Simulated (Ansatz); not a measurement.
# HfWS5: the cost of one run

Program: Ansatz 0.2.0. Level of theory: DFT PBE, scalar-relativistic, plane waves, PAW. These are calculated values, not measurements.

### 1 Starting point

The structure is tetragonal, space group P4/mmm (No. 123). The conventional cell has a = 4.354 Å, b = 4.354 Å, c = 6.172 Å, α = 90.00°, β = 90.00°, γ = 90.00°. Hf (site symmetry 4/mmm) is surrounded by 12 S at 2.78 to 3.08 Å. W (site symmetry 4/mmm) has 10 S at 2.56 to 3.09 Å as nearest neighbours. S (site symmetry 2mm) is surrounded by 2 W at 2.56 Å and 2 Hf at 2.78 Å. S (site symmetry 4/mmm) has 8 S at 2.78 Å and 4 Hf at 3.08 Å and 2 W at 3.09 Å as nearest neighbours.

Coordinates:

```cif
data_structure
_symmetry_space_group_name_H-M 'P4/mmm'
_symmetry_Int_Tables_number 123
_cell_length_a 4.3540
_cell_length_b 4.3540
_cell_length_c 6.1718
_cell_angle_alpha 90.000
_cell_angle_beta 90.000
_cell_angle_gamma 90.000
_cell_volume 117.00
loop_
_atom_site_label
_atom_site_type_symbol
_atom_site_symmetry_multiplicity
_atom_site_Wyckoff_symbol
_atom_site_fract_x
_atom_site_fract_y
_atom_site_fract_z
_atom_site_occupancy
Hf1 Hf 1 c 0.50000 0.50000 0.00000 1
W1 W 1 b 0.00000 0.00000 0.50000 1
S1 S 4 i 0.00000 0.50000 0.28069 1
S2 S 1 a 0.00000 0.00000 0.00000 1
```

The cell was relaxed beforehand at this level, from a database cell with other species swapped in; it needn't be the stable form of this composition. At a tolerance of 0.05 Å it has space group P4/mmm (No. 123); it has 16.71 Å³/atom, an uncorrected energy of -0.24 eV/atom over the elements.

### 2 Electronic structure at the relaxed geometry

File input.yaml:

```yaml
crystal:
  lattice:
    - [4.3540157666, 0.0, 0.0]
    - [0.0, 4.3540157666, 0.0]
    - [0.0, 0.0, 6.1718135941]
  atoms:
    - { symbol: Hf, position: [0.5, 0.5, 0.0] }
    - { symbol: W, position: [0.0, 0.0, 0.5] }
    - { symbol: S, position: [0.0, 0.5, 0.2806942523] }
    - { symbol: S, position: [0.0, 0.5, 0.7193057477] }
    - { symbol: S, position: [0.5, 0.0, 0.2806942523] }
    - { symbol: S, position: [0.5, 0.0, 0.7193057477] }
    - { symbol: S, position: [0.0, 0.0, 0.0] }
basis:
  ecutwfc: 420
kpoints:
  mp_grid: { grid: [10, 10, 6] }
  band_path:
    path:
      - [[0.0, 0.0, 0.0], [0.0, 0.5, 0.0], [0.5, 0.5, 0.0], [0.0, 0.0, 0.0], [0.0, 0.0, 0.5], [0.0, 0.5, 0.5], [0.5, 0.5, 0.5], [0.0, 0.0, 0.5]]
      - [[0.0, 0.5, 0.0], [0.0, 0.5, 0.5]]
      - [[0.5, 0.5, 0.0], [0.5, 0.5, 0.5]]
    npoints: 14
hamiltonian:
  xc: pbe
scf:
  occupations: { method: gaussian, width: 0.1 }
  n_extra_bands: 17
output:
  forces: true
  stress: true
  eigenvalues: true
  populations: true
  dos: { projected: true, de: 0.02, nscf_kmesh: { grid: [12, 12, 8] } }
  bader: true
```

Run with:

```bash
> ansatz run input.yaml --threads 1 --pin off --max-ram 2048MiB --backend cpu --events-out ev --progress --plain --runs-dir out
```

Q: Estimate wall time and peak memory on 1 thread of Intel Xeon 6975P-C (Granite Rapids), shared host.

About 78 s, with a peak of 0.85 GiB.
